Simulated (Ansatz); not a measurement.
# CH6BNSi: one molecule under many settings

How do the results and run time of CH6BNSi respond when the settings are drawn wide?

Program: Ansatz 0.2.0, Gaussian basis. Level of theory: the settings change from run to run. These are calculated values, not measurements.

**1. The geometry**

The structure was relaxed beforehand with PBE0-D4 in a triple-zeta def2 set.

SMILES `[SiH3]B1CN1`, 10 atoms, charge 0, spin multiplicity 1.

Atoms are counted from 1 here; the program's logs count them from 0.

Bond lengths: Si1–B2 1.987 Å, Si1–H5 1.489 Å, Si1–H6 1.489 Å, Si1–H7 1.488 Å, B2–C3 1.575 Å, B2–N4 1.344 Å, C3–N4 1.457 Å, C3–H8 1.089 Å, C3–H9 1.089 Å, N4–H10 1.003 Å. Angles: B2–Si1–H5 109.6°, B2–Si1–H6 109.8°, B2–Si1–H7 112.7°, H5–Si1–H6 107.9°, H5–Si1–H7 108.3°, H6–Si1–H7 108.4°, Si1–B2–C3 153.9°, Si1–B2–N4 146.9°, C3–B2–N4 59.2°, B2–C3–N4 52.5°, B2–C3–H8 121.1°, B2–C3–H9 121.2°, N4–C3–H8 116.8°, N4–C3–H9 116.8°, H8–C3–H9 114.0°, B2–N4–C3 68.3°, B2–N4–H10 155.9°, C3–N4–H10 135.8°.

**2. BLYP/def2-TZVPD**

This run has coordinates scaled by 0.96.

File in.yaml:

```yaml
crystal:
  periodic: [false, false, false]
  atoms:
    - {symbol: Si, position_ang: [-1.137254, 0.928796, -0.939641]}
    - {symbol: B, position_ang: [0.160911, -0.066263, 0.042068]}
    - {symbol: C, position_ang: [0.609958, -0.981371, 1.159320]}
    - {symbol: N, position_ang: [1.398433, -0.414218, 0.153445]}
    - {symbol: H, position_ang: [-2.131265, 0.041612, -1.456828]}
    - {symbol: H, position_ang: [-1.787550, 1.861509, -0.074038]}
    - {symbol: H, position_ang: [-0.566813, 1.651104, -2.032573]}
    - {symbol: H, position_ang: [0.751446, -0.619924, 2.130176]}
    - {symbol: H, position_ang: [0.451834, -2.013706, 1.109589]}
    - {symbol: H, position_ang: [2.330077, -0.436499, -0.088636]}
basis:
  gaussian: {orbitals: def2-TZVPD}
hamiltonian: {xc: {name: BLYP}}
```

The run is started by

```console
$ ansatz run in.yaml --threads 2 --pin off --events-out ev --progress --plain --max-ram 4352MiB
```

Output:

```text
Functional definition: BLYP
  name "BLYP"
  cite "Becke, Phys. Rev. A 38, 3098 (1988) doi:10.1103/PhysRevA.38.3098"
  cite "Lee, Yang & Parr, Phys. Rev. B 37, 785 (1988) doi:10.1103/PhysRevB.37.785"
  parameter beta = 0.0042
  parameter a = 0.04918
  parameter b = 0.132
  parameter c = 0.2533
  parameter d = 0.349
  exchange = b88_x(beta = beta)
  correlation = lyp_c(a = a, b = b, c = c, d = d)
1099 factors; their error is unknown
mean field evaluation 1: about -11163.0721 eV, gradient 8.0e1 eV
mean field evaluation 2: about -11102.1249 eV, gradient 1.7e2 eV
mean field evaluation 4: about -11175.8799 eV, gradient 2.3e1 eV
mean field evaluation 8: about -11177.0085 eV, gradient 2.7e-1 eV
mean field evaluation 16: about -11176.9832 eV, gradient 6.4e-4 eV
mean field -11176.98321854 eV, -410.7465572501 hartree, gradient 1.8e-5 eV, S^2 0.000000; 0 other end points of the search recorded, 0 dependent functions left out
reference -11176.98361743 eV, -410.7465719088 hartree; 19, 19 occupied and 189, 189 virtual orbitals, 1099 factors
Total energy: -11176.98361743 eV, -410.7465719088 hartree
```

Wall time 3.6 s (2 threads of Arm Neoverse V1, shared host).

**3. revPBE/x2c-TZVPPall**

Options: density fitting with def2-universal-jkfit, D3(BJ) with three-body dispersion.

File in.yaml:

```yaml
crystal:
  periodic: [false, false, false]
  atoms:
    - {symbol: Si, position_ang: [-1.184639, 0.967496, -0.978793]}
    - {symbol: B, position_ang: [0.167615, -0.069024, 0.043821]}
    - {symbol: C, position_ang: [0.635373, -1.022262, 1.207625]}
    - {symbol: N, position_ang: [1.456701, -0.431478, 0.159839]}
    - {symbol: H, position_ang: [-2.220067, 0.043346, -1.517529]}
    - {symbol: H, position_ang: [-1.862031, 1.939072, -0.077123]}
    - {symbol: H, position_ang: [-0.590430, 1.719900, -2.117264]}
    - {symbol: H, position_ang: [0.782756, -0.645754, 2.218933]}
    - {symbol: H, position_ang: [0.470660, -2.097610, 1.155822]}
    - {symbol: H, position_ang: [2.427164, -0.454687, -0.092329]}
basis:
  gaussian: {orbitals: x2c-TZVPPall, fitting: {mean_field: def2-universal-jkfit}}
hamiltonian: {xc: {name: revPBE}, dispersion: d3bjatm}
```

Same command.

Output:

```text
Functional definition: revPBE
  name "revPBE"
  cite "Zhang & Yang, Phys. Rev. Lett. 80, 890 (1998) doi:10.1103/PhysRevLett.80.890"
  cite "Perdew, Burke & Ernzerhof, Phys. Rev. Lett. 77, 3865 (1996) doi:10.1103/PhysRevLett.77.3865"
  parameter kappa = 1.245
  parameter beta = 0.06672455060314922
  exchange = pbe_x(kappa = kappa, mu = beta*pi^2/3)
  correlation = pbe_c(beta = beta)
463 factors; integrals over basis functions are off by at most 1.1e0 eV
mean field evaluation 1: about -11183.7158 eV, gradient 7.0e1 eV
mean field evaluation 2: about -11136.9072 eV, gradient 1.4e2 eV
mean field evaluation 4: about -11193.8211 eV, gradient 2.0e1 eV
mean field evaluation 8: about -11194.6642 eV, gradient 1.0e-1 eV
mean field evaluation 16: about -11194.6657 eV, gradient 2.4e-5 eV
mean field -11194.66571406 eV, -411.3963769748 hartree, gradient 2.4e-5 eV, S^2 0.000000; 0 other end points of the search recorded, 0 dependent functions left out
reference -11194.66577087 eV, -411.3963790625 hartree; 19, 19 occupied and 200, 200 virtual orbitals, 463 factors
Total energy: -11195.09788283 eV, -411.4122588841 hartree
Relativity: scalar
```

Wall time 2.4 s (2 threads of Arm Neoverse V1, shared host).

**4. PBE0/aug-cc-pVTZ**

Options: high accuracy.

Changes to in.yaml since step 3:

```diff
@@ -14,3 +14,5 @@
 basis:
-  gaussian: {orbitals: x2c-TZVPPall, fitting: {mean_field: def2-universal-jkfit}}
-hamiltonian: {xc: {name: revPBE}, dispersion: d3bjatm}
+  gaussian: {orbitals: aug-cc-pVTZ}
+hamiltonian: {xc: {name: PBE0}}
+accuracy: high
+output: {forces: true}
```

The command is unchanged.

Output (excerpt; [...] marks lines left out):

```text
Functional definition: PBE0
  name "PBE0"
  cite "Adamo & Barone, J. Chem. Phys. 110, 6158 (1999) doi:10.1063/1.478522"
  cite "Perdew, Burke & Ernzerhof, Phys. Rev. Lett. 77, 3865 (1996) doi:10.1103/PhysRevLett.77.3865"
  parent pbe
[...]
4886 factors; integrals over basis functions are off by at most 3.4e-9 eV
[...]
mean field -11171.78490521 eV, -410.5555227587 hartree, gradient 3.1e-8 eV, S^2 0.000000; 0 other end points of the search recorded, 0 dependent functions left out
[...]
reference -11171.78491219 eV, -410.5555230153 hartree; 19, 19 occupied and 307, 307 virtual orbitals, 4886 factors
Total energy: -11171.78491219 eV, -410.5555230153 hartree
Atom 0 at    -1.184639     0.967496    -0.978793 Å, force     0.001155     0.004008    -0.005682 eV/Å
Atom 1 at     0.167615    -0.069024     0.043821 Å, force    -0.035281    -0.009253     0.022427 eV/Å
Atom 2 at     0.635373    -1.022262     1.207625 Å, force    -0.020185    -0.039995     0.059913 eV/Å
Atom 3 at     1.456701    -0.431478     0.159839 Å, force     0.114611     0.003755    -0.036322 eV/Å
Atom 4 at    -2.220067     0.043346    -1.517529 Å, force    -0.033764    -0.024163    -0.016407 eV/Å
Atom 5 at    -1.862031     1.939072    -0.077123 Å, force    -0.022931     0.029924     0.024007 eV/Å
Atom 6 at    -0.590430     1.719900    -2.117264 Å, force     0.013281     0.024134    -0.035981 eV/Å
Atom 7 at     0.782756    -0.645754     2.218933 Å, force    -0.002899    -0.008169    -0.022621 eV/Å
Atom 8 at     0.470660    -2.097610     1.155822 Å, force     0.004248     0.023560     0.000247 eV/Å
Atom 9 at     2.427164    -0.454687    -0.092329 Å, force    -0.018235    -0.003802     0.010420 eV/Å
Dipole moment:     0.301479    -0.072337     0.011412 e Å
```

Run time: 72 s. Hardware: 2 threads of Arm Neoverse V1, shared host; peak memory 3.3 GiB.

Largest force 0.120 eV/Å, dipole 1.49 D.

**5. r2SCANh/x2c-TZVPPall**

This run has charge +1, multiplicity 2, restricted open-shell orbitals, atoms shaken by 0.03 Å, density fitting with def2-universal-jkfit, D3(BJ) with three-body dispersion.

File in.yaml:

```yaml
crystal:
  periodic: [false, false, false]
  atoms:
    - {symbol: Si, position_ang: [-1.229927, 0.978711, -0.932539]}
    - {symbol: B, position_ang: [0.104868, -0.060803, 0.115095]}
    - {symbol: C, position_ang: [0.643547, -1.017845, 1.191129]}
    - {symbol: N, position_ang: [1.459527, -0.424955, 0.102767]}
    - {symbol: H, position_ang: [-2.271218, 0.028902, -1.552720]}
    - {symbol: H, position_ang: [-1.870240, 1.933040, -0.100276]}
    - {symbol: H, position_ang: [-0.610163, 1.739197, -2.103634]}
    - {symbol: H, position_ang: [0.758371, -0.649215, 2.241153]}
    - {symbol: H, position_ang: [0.495861, -2.090664, 1.145778]}
    - {symbol: H, position_ang: [2.401765, -0.409944, -0.078751]}
basis:
  gaussian: {orbitals: x2c-TZVPPall, fitting: {mean_field: def2-universal-jkfit}}
total_charge: 1
magnetization: {spin_polarized: false, initial_magnetization: 1}
hamiltonian: {xc: {name: r2SCANh}, dispersion: d3bjatm}
```

Launched as before.

Output (excerpt; [...] marks lines left out):

```text
Functional definition: r2SCANh
  name "r2SCANh"
  cite "Bursch, Neugebauer, Ehlert & Grimme, J. Chem. Phys. 156, 134105 (2022) doi:10.1063/5.0086040"
  cite "Furness, Kaplan, Ning, Perdew & Sun, J. Phys. Chem. Lett. 11, 8208 (2020) doi:10.1021/acs.jpclett.0c02405"
  cite "Furness, Kaplan, Ning, Perdew & Sun, J. Phys. Chem. Lett. 11, 9248 (2020) doi:10.1021/acs.jpclett.0c03077"
  parent r2scan
[...]
463 factors; integrals over basis functions are off by at most 1.1e0 eV
[...]
mean field -11184.11230647 eV, -411.0085463991 hartree, gradient 2.0e-5 eV, S^2 0.750000; 9 other end points of the search recorded, 0 dependent functions left out
reference -11184.11232037 eV, -411.0085469102 hartree; 19, 18 occupied and 200, 201 virtual orbitals, 463 factors
Total energy: -11184.16391402 eV, -411.0104429417 hartree
Relativity: scalar
```

Run time: 40 s. Hardware: 2 threads of Arm Neoverse V1, shared host; peak memory 0.57 GiB.

**6. B2GP-PLYP/aug-cc-pVTZ**

Options: high accuracy.

File in.yaml:

```yaml
crystal:
  periodic: [false, false, false]
  atoms:
    - {symbol: Si, position_ang: [-1.184639, 0.967496, -0.978793]}
    - {symbol: B, position_ang: [0.167615, -0.069024, 0.043821]}
    - {symbol: C, position_ang: [0.635373, -1.022262, 1.207625]}
    - {symbol: N, position_ang: [1.456701, -0.431478, 0.159839]}
    - {symbol: H, position_ang: [-2.220067, 0.043346, -1.517529]}
    - {symbol: H, position_ang: [-1.862031, 1.939072, -0.077123]}
    - {symbol: H, position_ang: [-0.590430, 1.719900, -2.117264]}
    - {symbol: H, position_ang: [0.782756, -0.645754, 2.218933]}
    - {symbol: H, position_ang: [0.470660, -2.097610, 1.155822]}
    - {symbol: H, position_ang: [2.427164, -0.454687, -0.092329]}
basis:
  gaussian: {orbitals: aug-cc-pVTZ}
hamiltonian: {xc: {name: B2GP-PLYP}}
accuracy: high
output: {forces: true}
```

Same command.

Output (excerpt; [...] marks lines left out):

```text
Functional definition: B2GP-PLYP
  name "B2GP-PLYP"
  cite "Karton, Tarnopolsky, Lamère, Schatz & Martin, J. Phys. Chem. A 112, 12868 (2008) doi:10.1021/jp801805p"
  cite "Becke, Phys. Rev. A 38, 3098 (1988) doi:10.1103/PhysRevA.38.3098"
  cite "Lee, Yang & Parr, Phys. Rev. B 37, 785 (1988) doi:10.1103/PhysRevB.37.785"
[...]
4886 factors; integrals over basis functions are off by at most 3.4e-9 eV
[...]
mean field -11164.29487787 eV, -410.2802693308 hartree, gradient 3.5e-8 eV, S^2 0.000000; 0 other end points of the search recorded, 0 dependent functions left out
8 core orbitals not correlated: weight in the atoms' cores, before any rotation towards them, 1.000 or more for the frozen orbitals, at most 0.000 for the correlated occupied ones
reference -11164.29490560 eV, -410.2802703500 hartree; 11, 11 occupied and 307, 307 virtual orbitals, 4886 factors
[...]
Atom 0 at    -1.184639     0.967496    -0.978793 Å, force    -0.155122     0.100825    -0.095752 eV/Å
Atom 1 at     0.167615    -0.069024     0.043821 Å, force    -0.118338     0.051427    -0.034783 eV/Å
Atom 2 at     0.635373    -1.022262     1.207625 Å, force    -0.188839    -0.261897     0.412221 eV/Å
Atom 3 at     1.456701    -0.431478     0.159839 Å, force     0.412944     0.072117    -0.217077 eV/Å
Atom 4 at    -2.220067     0.043346    -1.517529 Å, force     0.092502     0.084546     0.044688 eV/Å
Atom 5 at    -1.862031     1.939072    -0.077123 Å, force     0.061911    -0.083213    -0.083326 eV/Å
Atom 6 at    -0.590430     1.719900    -2.117264 Å, force    -0.049525    -0.070076     0.104050 eV/Å
Atom 7 at     0.782756    -0.645754     2.218933 Å, force    -0.005327    -0.067188    -0.169887 eV/Å
Atom 8 at     0.470660    -2.097610     1.155822 Å, force     0.047311     0.176079     0.007878 eV/Å
Atom 9 at     2.427164    -0.454687    -0.092329 Å, force    -0.097516    -0.002621     0.031989 eV/Å
Dipole moment:     0.298625    -0.071054     0.010814 e Å
```

Wall time 2.9 min (2 threads of Arm Neoverse V1, shared host); peak memory 3.3 GiB.

Largest force 0.524 eV/Å, dipole 1.48 D.

**7. LC-wPBE/6-31G***

Changes to in.yaml since step 6:

```diff
@@ -14,5 +14,3 @@
 basis:
-  gaussian: {orbitals: aug-cc-pVTZ}
-hamiltonian: {xc: {name: B2GP-PLYP}}
-accuracy: high
-output: {forces: true}
+  gaussian: {orbitals: "6-31G*"}
+hamiltonian: {xc: {name: LC-wPBE}}
```

Same command.

Output (excerpt; [...] marks lines left out):

```text
Functional definition: LC-wPBE
  name "LC-wPBE"
  cite "Vydrov & Scuseria, J. Chem. Phys. 125, 234109 (2006) doi:10.1063/1.2409292"
  cite "Heyd & Scuseria, J. Chem. Phys. 120, 7274 (2004) doi:10.1063/1.1668634"
  cite "Ernzerhof & Perdew, J. Chem. Phys. 109, 3313 (1998) doi:10.1063/1.476928"
  cite "Perdew, Burke & Ernzerhof, Phys. Rev. Lett. 77, 3865 (1996) doi:10.1103/PhysRevLett.77.3865"
  parent pbe
[...]
958 factors; their error is unknown
315 factors; integrals over basis functions are off by at most 1.3e-5 eV
[...]
mean field -11172.42942781 eV, -410.5792085273 hartree, gradient 2.7e-5 eV, S^2 0.000000; 0 other end points of the search recorded, 0 dependent functions left out
reference -11172.42942781 eV, -410.5792085275 hartree; 19, 19 occupied and 57, 57 virtual orbitals, 958 factors
Total energy: -11172.42942781 eV, -410.5792085275 hartree
```

It took 1.3 s on 2 threads of Arm Neoverse V1, shared host.

**8. LC-wPBE/cc-pVDZ**

This run has density fitting with cc-pVTZ-jkfit, the search for lower states set to off.

Changes to in.yaml since step 7:

```diff
@@ -14,3 +14,5 @@
 basis:
-  gaussian: {orbitals: "6-31G*"}
+  gaussian: {orbitals: cc-pVDZ, fitting: {mean_field: cc-pVTZ-jkfit}}
 hamiltonian: {xc: {name: LC-wPBE}}
+scf: {lower_state_search: off}
+output: {forces: true}
```

Same command.

Output (excerpt; [...] marks lines left out):

```text
Functional definition: LC-wPBE
  name "LC-wPBE"
  cite "Vydrov & Scuseria, J. Chem. Phys. 125, 234109 (2006) doi:10.1063/1.2409292"
  cite "Heyd & Scuseria, J. Chem. Phys. 120, 7274 (2004) doi:10.1063/1.1668634"
  cite "Ernzerhof & Perdew, J. Chem. Phys. 109, 3313 (1998) doi:10.1063/1.476928"
  cite "Perdew, Burke & Ernzerhof, Phys. Rev. Lett. 77, 3865 (1996) doi:10.1103/PhysRevLett.77.3865"
  parent pbe
[...]
538 factors; integrals over basis functions are off by at most 4.2e-2 eV
538 factors; integrals over basis functions are off by at most 1.6e-6 eV
[...]
mean field -11172.99889939 eV, -410.6001362220 hartree, gradient 3.4e-6 eV, S^2 0.000000; 0 other end points of the search recorded, 0 dependent functions left out
[...]
reference -11172.99889940 eV, -410.6001362223 hartree; 19, 19 occupied and 71, 71 virtual orbitals, 538 factors
[...]
Atom 1 at     0.167615    -0.069024     0.043821 Å, force    -0.138305     0.004528     0.034904 eV/Å
Atom 2 at     0.635373    -1.022262     1.207625 Å, force    -0.010236     0.193669    -0.261462 eV/Å
Atom 3 at     1.456701    -0.431478     0.159839 Å, force    -0.026669    -0.057273     0.087999 eV/Å
Atom 4 at    -2.220067     0.043346    -1.517529 Å, force    -0.095489    -0.082974    -0.053191 eV/Å
Atom 5 at    -1.862031     1.939072    -0.077123 Å, force    -0.061959     0.093538     0.080652 eV/Å
Atom 6 at    -0.590430     1.719900    -2.117264 Å, force     0.064185     0.066728    -0.104451 eV/Å
Atom 7 at     0.782756    -0.645754     2.218933 Å, force     0.044403     0.109867     0.266067 eV/Å
Atom 8 at     0.470660    -2.097610     1.155822 Å, force    -0.040814    -0.287734    -0.025418 eV/Å
Atom 9 at     2.427164    -0.454687    -0.092329 Å, force     0.242501    -0.006488    -0.062398 eV/Å
Dipole moment:     0.342321    -0.082685     0.013559 e Å
Checks for a lower state left out: stability, starts, cluster_reference, orbital_swaps, neighbouring_geometries, increment
```

It took 1.1 s on 2 threads of Arm Neoverse V1, shared host.

Largest force 0.326 eV/Å, dipole 1.69 D.

**9. B97M-V/6-31G**

Set apart from the defaults: charge +1, multiplicity 2.

Changes to in.yaml since step 8:

```diff
@@ -14,5 +14,6 @@
 basis:
-  gaussian: {orbitals: cc-pVDZ, fitting: {mean_field: cc-pVTZ-jkfit}}
-hamiltonian: {xc: {name: LC-wPBE}}
-scf: {lower_state_search: off}
+  gaussian: {orbitals: 6-31G}
+total_charge: 1
+magnetization: {spin_polarized: true, initial_magnetization: 1}
+hamiltonian: {xc: {name: B97M-V}}
 output: {forces: true}
```

Same command.

Output (excerpt; [...] marks lines left out):

```text
Functional definition: B97M-V
  name "B97M-V"
  cite "Mardirossian & Head-Gordon, J. Chem. Phys. 142, 074111 (2015) doi:10.1063/1.4907719"
  cite "Becke, J. Chem. Phys. 107, 8554 (1997) doi:10.1063/1.475007"
  cite "Vydrov & Van Voorhis, J. Chem. Phys. 133, 244103 (2010) doi:10.1063/1.3521275"
  # Of w^i u^j: cxij and so on, Table III.
[...]
  gx(w, u) = cx00 + cx01*u + cx02*u^2 + (cx10 + cx11*u)*w
  gss(w, u) = css00 + css02*u^2 + css10*w + (css32*w^3 + css42*w^4)*u^2
  gos(w, u) = cos00 + cos01*u + cos03*u^3 + cos10*w + cos32*w^3*u^2
[...]
      + integral(e_c_pw_mod_opposite_spin*gos(b97_w_opposite, b97_u_opposite)) + vv10(b, c)
717 factors; integrals over basis functions are off by at most 2.1e-4 eV
[...]
mean field -11163.65402261 eV, -410.2567183345 hartree, gradient 8.3e-6 eV, S^2 0.757438; 8 other end points of the search recorded, 0 dependent functions left out
[...]
Atom 0 at    -1.184639     0.967496    -0.978793 Å, force    -0.448517     0.408975     0.026953 eV/Å
Atom 1 at     0.167615    -0.069024     0.043821 Å, force    -2.562695     1.333610    -0.694764 eV/Å
Atom 2 at     0.635373    -1.022262     1.207625 Å, force    -0.137320    -0.632278    -0.278560 eV/Å
Atom 3 at     1.456701    -0.431478     0.159839 Å, force     2.566982    -0.370320     0.710904 eV/Å
Atom 4 at    -2.220067     0.043346    -1.517529 Å, force    -0.125098    -0.388062     0.171299 eV/Å
Atom 5 at    -1.862031     1.939072    -0.077123 Å, force    -0.142765     0.154743     0.099729 eV/Å
Atom 6 at    -0.590430     1.719900    -2.117264 Å, force     0.436072     0.148431    -0.037984 eV/Å
Atom 7 at     0.782756    -0.645754     2.218933 Å, force    -0.792666     0.334352     0.227796 eV/Å
Atom 8 at     0.470660    -2.097610     1.155822 Å, force     0.910626    -0.289870     0.348991 eV/Å
Atom 9 at     2.427164    -0.454687    -0.092329 Å, force     0.295380    -0.699582    -0.574365 eV/Å
Dipole moment:     0.656435    -0.390065     0.319980 e Å
```

Run time: 22 s. Hardware: 2 threads of Arm Neoverse V1, shared host; peak memory 0.27 GiB.

Largest force 2.971 eV/Å, ⟨S²⟩ 0.757.

**10. RPA/STO-3G**

Options: a grid of angular degree 47, correlated electrons set to outside_noble_gas, the search for lower states set to light.

Changes to in.yaml since step 9:

```diff
@@ -14,6 +14,5 @@
 basis:
-  gaussian: {orbitals: 6-31G}
-total_charge: 1
-magnetization: {spin_polarized: true, initial_magnetization: 1}
-hamiltonian: {xc: {name: B97M-V}}
-output: {forces: true}
+  gaussian: {orbitals: STO-3G, final_grid: {core_spheres: 20, valence_spheres: 16, degree: 47}}
+hamiltonian: {xc: {name: HSE06}}
+correlation: {method: rpa, electrons: outside_noble_gas}
+scf: {lower_state_search: light}
```

Same command.

Output (excerpt; [...] marks lines left out):

```text
Functional definition: HSE06
  name "HSE06"
  cite "Heyd, Scuseria & Ernzerhof, J. Chem. Phys. 118, 8207 (2003) doi:10.1063/1.1564060"
  cite "Krukau, Vydrov, Izmaylov & Scuseria, J. Chem. Phys. 125, 224106 (2006) doi:10.1063/1.2404663"
  cite "Heyd & Scuseria, J. Chem. Phys. 120, 7274 (2004) doi:10.1063/1.1668634"
  cite "Ernzerhof & Perdew, J. Chem. Phys. 109, 3313 (1998) doi:10.1063/1.476928"
  cite "Perdew, Burke & Ernzerhof, Phys. Rev. Lett. 77, 3865 (1996) doi:10.1103/PhysRevLett.77.3865"
  parent pbe
[...]
  # The whole range is PBE's own exchange, as in plane waves. The composition of these papers is wPBEh.
[...]
380 factors; integrals over basis functions are off by at most 7.4e-5 eV
69 factors; integrals over basis functions are off by at most 2.1e-7 eV
[...]
mean field -11038.31871703 eV, -405.6507308096 hartree, gradient 2.2e-6 eV, S^2 0.000000; 0 other end points of the search recorded, 0 dependent functions left out
8 core orbitals not correlated: weight in the atoms' cores, before any rotation towards them, 0.999 or more for the frozen orbitals, at most 0.000 for the correlated occupied ones
reference -11008.99216144 eV, -404.5729997699 hartree; 11, 11 occupied and 11, 11 virtual orbitals, 380 factors
Total energy: -11018.31918667 eV, -404.9157616253 hartree
```

Run time: 1.8 s. Hardware: 2 threads of Arm Neoverse V1, shared host.

**11. All runs side by side**

```
                level  charge  multiplicity  geometry  functions  energy (eV)     time
      BLYP/def2-TZVPD       0             1    scaled        208   -11176.984    3.6 s
  revPBE/x2c-TZVPPall       0             1   relaxed        219   -11195.098    2.4 s
     PBE0/aug-cc-pVTZ       0             1   relaxed        326   -11171.785     72 s
 r2SCANh/x2c-TZVPPall       1             2    shaken        219   -11184.164     40 s
B2GP-PLYP/aug-cc-pVTZ       0             1   relaxed        326   -11171.185  2.9 min
       LC-wPBE/6-31G*       0             1   relaxed         76   -11172.429    1.3 s
      LC-wPBE/cc-pVDZ       0             1   relaxed         90   -11172.999    1.1 s
         B97M-V/6-31G       1             2   relaxed         52   -11163.654     22 s
           RPA/STO-3G       0             1   relaxed         30   -11018.319    1.8 s
```

**12. What came out**

| quantity | value |
| --- | --- |
| runs | 9 |
| quickest | LC-wPBE/cc-pVDZ, 1.1 s |
| slowest | B2GP-PLYP/aug-cc-pVTZ, 2.9 min |
| spread of total energies, same state and geometry | 176.8 eV |
| dipole, same state and geometry | 1.48 to 1.69 D |

What this shows: B2GP-PLYP/aug-cc-pVTZ took 164 times as long as LC-wPBE/cc-pVDZ. The jobs differ in tasks and options as well as level. Total energies at one charge and spin differ by 177 eV between levels, so only differences within one level mean anything. Some of these runs are scalar-relativistic and others not, which shifts the totals of all-electron atoms past neon by eV; core potentials, where a basis has them, take the core out of the total altogether. At the PBE0-D4/def2-TZVP geometry and in the same state, runs without warnings or point charges leave forces up to 0.52 eV/Å (B2GP-PLYP/aug-cc-pVTZ). At that geometry and state the dipole changes by 15 % between the lowest and highest value.
